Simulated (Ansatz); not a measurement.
# HS (SMILES [SH]) at UCCSDT(Q)/cc-pVDZ

Aim: the electronic atomisation energy of HS at UCCSDT(Q)/cc-pVDZ, from 3 runs. 

The calculation is run with Ansatz 0.2.0.

55 further runs of the same task are left out: 2 that didn't finish, 53 set aside as unsound or not needed.

## 1. The system as given

HS: 2 atoms, total charge 0, spin state doublet. SMILES: `[SH]`. Geometry: relaxed at PBE0-D4/def2-TZVP.

Bond lengths: S1–H2 1.346 Å.

## 2. The energy at UCCSDT(Q)/cc-pVDZ

Input file run.yaml:

```yaml
basis:
  gaussian:
    orbitals: cc-pVDZ
crystal:
  periodic: [false, false, false]
  atoms:
    - {symbol: S, position_ang: [0.574560, -0.187810, 0.295460]}
    - {symbol: H, position_ang: [-0.574560, 0.187810, -0.295460]}
total_charge: 0
magnetization:
  spin_polarized: true
  initial_magnetization: 1
correlation:
  method: ccsdt_q
  frozen_orbitals: {H: 0, S: 5}
accuracy: high
scf:
  omitted_lower_state_checks: [cluster_reference, increment]
```

Command:

```sh
$ ansatz run run.yaml --threads 1 --pin off --max-ram 3480MiB --events-out events.jsonl --progress --plain --runs-dir runs
```

Output (excerpt; [...] marks lines left out):

```text
Warning: RAYON_NUM_THREADS=1 ignored (pool sized by the plan → 1); use --threads N
Functional definition: HF
  name "HF"
[...]
415 factors; integrals over basis functions are off by at most 3.0e-9 eV
[...]
mean field -10832.55235535 eV, -398.0889564912 hartree, gradient 1.3e-8 eV, S^2 0.758859; 2 other end points of the search recorded, 0 dependent functions left out
5 core orbitals not correlated: weight in the atoms' cores, before any rotation towards them, 1.000 or more for the frozen orbitals, at most 0.000 for the correlated occupied ones
reference -10832.55235535 eV, -398.0889564912 hartree; 4, 3 occupied and 14, 15 virtual orbitals, 415 factors
second order -3.05116566 eV of doubles, -0.00000000 eV of singles
cycle   1  -3.49196486 eV  change   -4.4e-1 eV  update   4.6e-2
[...]
cycle  20  -3.70370557 eV  change   5.1e-10 eV  update  5.2e-10
perturbative correction -0.00416984 eV, -0.0001532389 hartree
Total energy: -10836.26023076 eV, -398.2252183993 hartree
Checks for a lower state left out: cluster_reference, increment
```

Wall time 2.5 s (1 thread of Arm Neoverse V1, shared host); peak memory 0.1 GiB.

## 3. The H atom: the energy at UHF/cc-pVDZ

Input file in.yaml:

```yaml
crystal:
  periodic: [false, false, false]
  atoms:
    - {symbol: H, position_ang: [0.000000, 0.000000, 0.000000]}
basis:
  gaussian: {orbitals: cc-pVDZ}
total_charge: 0
magnetization: {spin_polarized: true, initial_magnetization: 1}
hamiltonian: {xc: hf}
accuracy: high
```

Run the same way, it converges to -0.49928 Eh (log not shown).

## 4. The S atom at the same level

Input file input.yaml:

```yaml
crystal:
  periodic: [false, false, false]
  atoms:
    - {symbol: S, position_ang: [0.000000, 0.000000, 0.000000]}
basis:
  gaussian:
    orbitals: cc-pVDZ
scf:
  omitted_lower_state_checks: [cluster_reference, increment]
accuracy: high
magnetization:
  spin_polarized: true
  initial_magnetization: 2
correlation:
  method: ccsdt_q
  frozen_orbitals: {S: 5}
```

Run the same way, it converges to -397.60091 Eh (log not shown).

## 5. Summary of results

Level: UCCSDT(Q)/cc-pVDZ, 5 core orbitals frozen.

| quantity | value |
| --- | --- |
| molecule: total energy | -398.22522 Eh |
| molecule: correlation energy (5 core orbitals frozen) | -136.3 mEh |
| molecule: ⟨S²⟩ of the reference determinant | 0.759 |
| molecule: T1 diagnostic | 0.008 |
| H atom: total energy | -0.49928 Eh |
| H atom: ⟨S²⟩ | 0.750 |
| S atom: total energy | -397.60091 Eh |
| S atom: correlation energy (5 core orbitals frozen) | -104.1 mEh |
| S atom: ⟨S²⟩ of the reference determinant | 2.007 |
| S atom: T1 diagnostic | 0.007 |
| electronic atomisation energy | 3.402 eV |

Taking the molecule apart into free atoms costs 3.40 eV (78 kcal/mol), before zero-point energy and without spin-orbit coupling.
